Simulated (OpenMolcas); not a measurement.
# Os⁶⁺ among point charges: CASSCF and CASPT2 levels and susceptibility

How does a field of 6 point charges split the states of Os⁶⁺, and what χT follows?

The numbers are computed with OpenMolcas 26.06 (state-averaged CASSCF and CASPT2, spin-orbit coupling by RASSI with atomic mean-field integrals), except any that are marked as measured or tabulated.

### Step 1. Starting point

* Species: Os⁶⁺ (osmium, Z = 76, 70 electrons)
* Basis: ANO-RCC-VTZP [8s7p5d3f2g1h], 104 functions
* Scalar Hamiltonian: DKH2, point nucleus
* Inactive shells: 1s 2s 2p 3s 3p 3d 4s 4p 4d 4f 5s 5p
* Active space: 2 electrons in 5 orbitals (5d)
* Some configurations of this space: 5d²
* Orbitals: optimised for each spin and parity, averaged over all roots

Outer shells as boxes (Hund's rule):

5d2
```
5d [↑ ][↑ ][  ][  ][  ]
```

The ion sits among 6 point charges of -1 e arranged as an octahedron (Oh), 2 Å from the ion.

Each step is its own input file, run in one work folder so that later steps find the files of earlier ones. Labels, J, g values, rates, χT and fits are worked out afterwards by a script from the matrices that RASSI stores. The input lists half of the charges; inversion (Group=XYZ) makes the rest.

### Step 2. GATEWAY and SEWARD: basis and integrals

Contents of a.inp:

```
&GATEWAY
Coord
1

Os 0.0 0.0 0.0
Basis=ANO-RCC-VTZP
Group=XYZ
NoMove
AngMom=0.0 0.0 0.0
AMFI
XField
3 Angstrom 0
2.000000 0.000000 0.000000 -1.000000
0.000000 2.000000 0.000000 -1.000000
0.000000 0.000000 2.000000 -1.000000
&SEWARD
```

The run is started by

```console
> OMP_NUM_THREADS=1 MOLCAS_MEM=1689 MOLCAS_PROJECT=a pymolcas a.inp > a.log
```

### Step 3. Reference wave functions, triplets of even parity, 10 roots

Contents of a.inp:

```
&RASSCF
FileOrb=start.orb
Symmetry=1
Spin=3
nActEl=2 0 0
Inactive=15 19
Ras2=5 0
CIRoot=10 10 1
SDav=10
CIMx=300
Iter=120 100
PrWF=0.3
OrbListing=Nothing
MaxOrb=0
>>> COPY $Project.JobIph JOB001
```

start.orb holds the contracted functions of the basis, ordered by shell, or the orbitals of the step before.

### Step 4. CASSCF: singlets of even parity, 15 roots

Contents of a.inp:

```
&RASSCF
FileOrb=start.orb
Symmetry=1
Spin=1
nActEl=2 0 0
Inactive=15 19
Ras2=5 0
CIRoot=15 15 1
SDav=15
CIMx=300
Iter=120 100
PrWF=0.3
OrbListing=Nothing
MaxOrb=0
>>> COPY $Project.JobIph JOB002
```

### Step 5. State interaction with spin-orbit coupling

Contents of a.inp:

```
&RASSI
NrOfJobIphs=2 10 15
1 2 3 4 5 6 7 8 9 10
1 2 3 4 5 6 7 8 9 10 11 12 13 14 15
IphNames
JOB001
JOB002
EJob
SpinOrbit
DIPRint=1.0
SOCoupling=1000.0
Subsets=2
Property=9
'ANGMOM' 1 'ANGMOM' 2 'ANGMOM' 3 'MLTPL  1' 1 'MLTPL  1' 2 'MLTPL  1' 3
'AMFI' 1 'AMFI' 2 'AMFI' 3
SOProperty=3
'ANGMOM' 1 'ANGMOM' 2 'ANGMOM' 3
```

### Step 6. CASPT2: IPEA 0.25, imaginary shift 0.1 (closed shells correlated: 5s 5p)

Contents of a.inp:

```
>>> COPY JOB001 $Project.JobIph
&CASPT2
Multistate=10 1 2 3 4 5 6 7 8 9 10
NoMult
Frozen=14 16
IPEA=0.25
Imaginary=0.1
MaxIter=60
WThr=0.0 0.3 0.05
PrWF=0.5
NoMix
>>> COPY JOB002 $Project.JobIph
&CASPT2
Multistate=15 1 2 3 4 5 6 7 8 9 10 11 12 13 14 15
NoMult
Frozen=14 16
IPEA=0.25
Imaginary=0.1
MaxIter=60
WThr=0.0 0.3 0.05
PrWF=0.5
NoMix
```

(Steps that only read results are left out.)

**Question.** What will these runs give? Wanted: spin-free ground state; first state of the same spin within the active space; lowest level; next level.

As calculated:

| quantity | value |
| --- | --- |
| method | SS-CASPT2, IPEA 0.25, imaginary shift 0.1 (closed shells correlated: 5s 5p) |
| spin-free ground state | 3T1, 3-fold in its orbital part |
| first state of the same spin within the active space | 3T2 at 3350 cm⁻¹ |
| lowest level | 2-fold E, g = 0.00, 0.00, 0.00 |
| next level | 893.3 cm⁻¹ |
| χT at 300 K | 0.14 cm³ K/mol |
| effective moment at 300 K | 1.07 μB |

Cost by method:

| method | time of its own steps | time with the reference |
| --- | --- | --- |
| A. CASSCF | 6.8 s | 6.8 s |
| B. SS-CASPT2, IPEA 0.25, imaginary shift 0.1, +5s 5p | 7.1 s | 14 s |

Times are of one thread on a shared host.

The spin-free ground state (3T1) comes to 99 % from free-ion F terms and keeps the highest spin of the shell. χT at 300 K is 0.14, against 1.00 cm³ K/mol for the spin alone, so spin-orbit coupling lowers it. A ligand-field fit to the states below 45000 cm-1 gives 10Dq = 4575 cm-1, B = 836 cm-1 and C = 3250 cm-1 (C/B = 3.89), with a deviation of 286 cm-1. CASPT2 does not keep the components of a term degenerate, and the means are used. The field of point charges can differ much from that of real complexes. This is an electrostatic model: the charges have no orbitals.
